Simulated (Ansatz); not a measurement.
# doublet SnNH4F+: levels of theory compared

Aim: a comparison of 6 runs (UHF/STO-3G, U-r2SCAN/def2-SVP, UBHLYP/def2-SVP, UPBE0/def2-SVP, USVWN5/def2-SVP, RPA@PBE0/def2-SVP) of doublet SnNH4F+. 

Program for the calculation: Ansatz 0.2.0.

59 further runs of the same task are left out: 1 that didn't finish, 58 set aside as unsound or not needed.

### 1 The system as given

SnNH4F+: 7 atoms, total charge +1, spin state doublet. As SMILES of the parent species, `[NH2][SnH2][F]`. The shape is that of a PBE0-D4/def2-TZVP optimisation. This is one conformer, not always the lowest. That shape belongs to the parent species and isn't relaxed for this state.

Bond lengths: N1–Sn2 1.995 Å, Sn2–F3 1.926 Å, N1–H4 1.008 Å, N1–H5 1.008 Å, Sn2–H6 1.699 Å, Sn2–H7 1.699 Å. Angles: N1–Sn2–F3 105.2°, N1–Sn2–H6 111.6°, N1–Sn2–H7 111.8°, F3–Sn2–H6 103.8°, F3–Sn2–H7 103.8°, Sn2–N1–H4 117.7°, Sn2–N1–H5 117.8°, H6–Sn2–H7 119.0°, H4–N1–H5 110.3°.

### 2 The energy at UHF/STO-3G (run 1)

Input file job.yaml:

```yaml
crystal:
  periodic: [false, false, false]
  atoms:
    - {symbol: "N", position_ang: [-0.824600, 0.088300, -0.943000]}
    - {symbol: Sn, position_ang: [0.497700, -0.065100, 0.542900]}
    - {symbol: F, position_ang: [0.233900, -1.827500, 1.272400]}
    - {symbol: H, position_ang: [-1.584200, 0.741400, -0.829600]}
    - {symbol: H, position_ang: [-0.469500, 0.125500, -1.885700]}
    - {symbol: H, position_ang: [0.113100, 0.971100, 1.833800]}
    - {symbol: H, position_ang: [2.094900, -0.101800, -0.036600]}
basis:
  gaussian:
    orbitals: STO-3G
total_charge: 1
magnetization:
  spin_polarized: true
  initial_magnetization: 1
hamiltonian:
  xc: hf
accuracy: high
output: {orbitals: {seedname: orbitals}}
```

Run with:

```sh
ansatz run job.yaml --threads 1 --pin off --max-ram 3480MiB --events-out events.jsonl --progress --plain --runs-dir runs
```

Standard output:

```text
Warning: RAYON_NUM_THREADS=1 ignored (pool sized by the plan → 1); use --threads N
Functional definition: HF
  name "HF"
  exchange = exact_x
  correlation = 0
795 factors; integrals over basis functions are off by at most 3.9e-9 eV
mean field evaluation 1: about -166453.7267 eV, gradient 1.6e1 eV
mean field evaluation 2: about -166453.7803 eV, gradient 1.6e1 eV
mean field evaluation 4: about -166457.6095 eV, gradient 2.0e0 eV
mean field evaluation 8: about -166457.7169 eV, gradient 6.8e-2 eV
mean field evaluation 16: about -166457.7074 eV, gradient 3.0e-8 eV
mean field evaluation 32: about -166456.9179 eV, gradient 3.6e-1 eV
mean field -166457.70744014 eV, -6117.2079193387 hartree, gradient 3.0e-8 eV, S^2 0.761682; 2 other end points of the search recorded, 0 dependent functions left out
reference -166457.70744014 eV, -6117.2079193387 hartree; 35, 34 occupied and 6, 7 virtual orbitals, 795 factors
Total energy: -166457.70744014 eV, -6117.2079193387 hartree
```

It took 1.9 s on 1 thread of Intel Xeon Platinum 8488C (Sapphire Rapids), shared host; peak memory 0.15 GiB.

### 3 A single-point energy at U-r2SCAN/def2-SVP (core potential) (run 2)

Input file run.yaml:

```yaml
basis:
  gaussian:
    orbitals: def2-SVP
crystal:
  periodic: [false, false, false]
  atoms:
    - {symbol: "N", position_ang: [-0.824600, 0.088300, -0.943000]}
    - {symbol: Sn, position_ang: [0.497700, -0.065100, 0.542900]}
    - {symbol: F, position_ang: [0.233900, -1.827500, 1.272400]}
    - {symbol: H, position_ang: [-1.584200, 0.741400, -0.829600]}
    - {symbol: H, position_ang: [-0.469500, 0.125500, -1.885700]}
    - {symbol: H, position_ang: [0.113100, 0.971100, 1.833800]}
    - {symbol: H, position_ang: [2.094900, -0.101800, -0.036600]}
total_charge: 1
magnetization:
  spin_polarized: true
  initial_magnetization: 1
hamiltonian:
  xc: r2scan
accuracy: high
output: {orbitals: {seedname: orbitals}}
```

Run with:

```sh
ansatz run run.yaml --threads 1 --pin off --max-ram 3480MiB --events-out events.jsonl --progress --plain --runs-dir runs
```

Standard output:

```text
Warning: RAYON_NUM_THREADS=1 ignored (pool sized by the plan → 1); use --threads N
Functional definition: r2SCAN
  name "r2SCAN"
  parameter k0 = 0.174
  parameter k1 = 0.065
  parameter a1 = 4.9479
  exchange = r2scan_x(k0 = k0, k1 = k1, a1 = a1)
  correlation = r2scan_c
1765 factors; integrals over basis functions are off by at most 2.9e-9 eV
mean field evaluation 1: about -10065.9597 eV, gradient 7.5e1 eV
mean field evaluation 2: about -9827.2482 eV, gradient 2.0e2 eV
mean field evaluation 4: about -10071.7651 eV, gradient 6.4e1 eV
mean field evaluation 8: about -10090.6989 eV, gradient 2.7e-1 eV
mean field evaluation 16: about -10090.6898 eV, gradient 1.7e-3 eV
mean field evaluation 32: about -10085.0484 eV, gradient 2.3e1 eV
mean field -10090.68983726 eV, -370.8260118042 hartree, gradient 4.1e-8 eV, S^2 0.756066; 5 other end points of the search recorded, 0 dependent functions left out
reference -10090.68984038 eV, -370.8260119189 hartree; 21, 20 occupied and 53, 54 virtual orbitals, 1765 factors
Total energy: -10090.68984038 eV, -370.8260119189 hartree
```

It took 17 s on 1 thread of Intel Xeon Platinum 8488C (Sapphire Rapids), shared host; peak memory 0.39 GiB.

### 4 The energy at UBHLYP/def2-SVP (core potential) (run 3)

Input file run.yaml:

```yaml
crystal:
  periodic: [false, false, false]
  atoms:
    - symbol: N
      position_ang: [-0.824600, 0.088300, -0.943000]
    - symbol: Sn
      position_ang: [0.497700, -0.065100, 0.542900]
    - symbol: F
      position_ang: [0.233900, -1.827500, 1.272400]
    - symbol: H
      position_ang: [-1.584200, 0.741400, -0.829600]
    - symbol: H
      position_ang: [-0.469500, 0.125500, -1.885700]
    - symbol: H
      position_ang: [0.113100, 0.971100, 1.833800]
    - symbol: H
      position_ang: [2.094900, -0.101800, -0.036600]
basis:
  gaussian: {orbitals: def2-SVP}
total_charge: 1
magnetization: {spin_polarized: true, initial_magnetization: 1}
hamiltonian: {xc: {name: BHLYP}}
accuracy: high
output: {orbitals: {seedname: orbitals}}
```

Run with:

```sh
ansatz run run.yaml --threads 1 --pin off --max-ram 3480MiB --events-out events.jsonl --progress --plain --runs-dir runs
```

Standard output:

```text
Warning: RAYON_NUM_THREADS=1 ignored (pool sized by the plan → 1); use --threads N
Functional definition: BHLYP
  name "BHLYP"
  parameter a = 0.5
  exchange = (1 - a)*b88_x + a*exact_x
  correlation = lyp_c
1765 factors; integrals over basis functions are off by at most 2.9e-9 eV
mean field evaluation 1: about -10067.8299 eV, gradient 6.4e1 eV
mean field evaluation 2: about -10017.4676 eV, gradient 1.2e2 eV
mean field evaluation 4: about -10082.6065 eV, gradient 2.6e1 eV
mean field evaluation 8: about -10086.5764 eV, gradient 1.1e0 eV
mean field evaluation 16: about -10086.6484 eV, gradient 1.7e-3 eV
mean field evaluation 32: about -10086.6484 eV, gradient 9.8e-8 eV
mean field -10086.64835812 eV, -370.6774901851 hartree, gradient 9.8e-8 eV, S^2 0.754863; 0 other end points of the search recorded, 0 dependent functions left out
reference -10086.64838434 eV, -370.6774911487 hartree; 21, 20 occupied and 53, 54 virtual orbitals, 1765 factors
Total energy: -10086.64838434 eV, -370.6774911487 hartree
```

Wall time 8.4 s (1 thread of Intel Xeon Platinum 8488C (Sapphire Rapids), shared host); peak memory 0.35 GiB.

Runs 4 to 5 aren't shown in full; the table further down has their settings and results.

### 5 The energy at RPA@PBE0/def2-SVP (core potential) (run 6)

Input file molecule.yaml:

```yaml
crystal:
  periodic: [false, false, false]
  atoms:
    - symbol: "N"
      position_ang: [-0.824600, 0.088300, -0.943000]
    - symbol: Sn
      position_ang: [0.497700, -0.065100, 0.542900]
    - symbol: F
      position_ang: [0.233900, -1.827500, 1.272400]
    - symbol: H
      position_ang: [-1.584200, 0.741400, -0.829600]
    - symbol: H
      position_ang: [-0.469500, 0.125500, -1.885700]
    - symbol: H
      position_ang: [0.113100, 0.971100, 1.833800]
    - symbol: H
      position_ang: [2.094900, -0.101800, -0.036600]
basis:
  gaussian:
    orbitals: def2-SVP
total_charge: 1
magnetization:
  spin_polarized: true
  initial_magnetization: 1
hamiltonian:
  xc: {name: PBE0}
correlation:
  method: rpa
  frozen_orbitals: {F: 1, H: 0, "N": 1, Sn: 4}
accuracy: high
```

Run with:

```sh
ansatz run molecule.yaml --threads 1 --pin off --max-ram 3480MiB --events-out events.jsonl --progress --plain --runs-dir runs
```

Standard output:

```text
Warning: RAYON_NUM_THREADS=1 ignored (pool sized by the plan → 1); use --threads N
Functional definition: PBE0
  name "PBE0"
  parameter a = 0.25
  parameter kappa = 0.804
  parameter beta = 0.06672455060314922
  exchange = (1 - a)*pbe_x(kappa = kappa, mu = beta*pi^2/3) + a*exact_x
  correlation = pbe_c(beta = beta)
1765 factors; integrals over basis functions are off by at most 2.9e-9 eV
mean field evaluation 1: about -10064.1821 eV, gradient 7.1e1 eV
mean field evaluation 2: about -10064.3011 eV, gradient 7.0e1 eV
mean field evaluation 4: about -10080.2101 eV, gradient 3.5e1 eV
mean field evaluation 8: about -10086.1785 eV, gradient 8.3e-1 eV
mean field evaluation 16: about -10086.2058 eV, gradient 6.9e-3 eV
mean field evaluation 32: about -10086.2058 eV, gradient 1.9e-7 eV
mean field evaluation 64: about -10009.5806 eV, gradient 7.6e1 eV
mean field -10086.20580721 eV, -370.6612267393 hartree, gradient 3.1e-8 eV, S^2 0.754679; 2 other end points of the search recorded, 0 dependent functions left out
6 core orbitals not correlated: weight in the atoms' cores, before any rotation towards them, 1.000 or more for the frozen orbitals, at most 0.000 for the correlated occupied ones
reference -10043.71747821 eV, -369.0998094479 hartree; 15, 14 occupied and 53, 54 virtual orbitals, 1765 factors
Total energy: -10061.60832188 eV, -369.7572858261 hartree
```

It took 19 s on 1 thread of Intel Xeon Platinum 8488C (Sapphire Rapids), shared host; peak memory 0.44 GiB.

### 6 Overview of the runs

| run | level | core potential | frozen core orbitals | energy (Eh) | HOMO energy (eV) | LUMO energy (eV) | ⟨S²⟩ | wall time |
| --- | --- | --- | --- | --- | --- | --- | --- | --- |
| 1 | UHF/STO-3G | none | – | -6117.207919 | -15.20 | -3.20 | 0.762 | 1.9 s |
| 2 | U-r2SCAN/def2-SVP (core potential) | def2-SVP | – | -370.826012 | -13.38 | -12.86 | 0.756 | 17 s |
| 3 | UBHLYP/def2-SVP (core potential) | def2-SVP | – | -370.677491 | -15.89 | -10.76 | 0.755 | 8.4 s |
| 4 | UPBE0/def2-SVP (core potential) | def2-SVP | – | -370.661227 | -14.54 | -12.14 | 0.755 | 11 s |
| 5 | USVWN5/def2-SVP (core potential) | def2-SVP | – | -369.367564 | -13.45 | – | 0.753 | 8.7 s |
| 6 | RPA@PBE0/def2-SVP (core potential) | def2-SVP | 6 | -369.757286 | – | – | 0.755 | 19 s |

### 7 What came out

| quantity | value |
| --- | --- |
| run 6: total energy | -369.75729 Eh |
| run 6: RPA correlation energy (valence) | -657.5 mEh |
| run 6: ⟨S²⟩ of the reference determinant | 0.755 |

What this shows: Totals of different functionals can't be ranked against each other. Some runs of one species differ in core potentials or relativity; totals across that change don't compare. In run 1 the basis is minimal, so the values are rough. In run 1 relativity is left out where basis or elements ask for it. All runs together took 66 s, the longest 19 s.
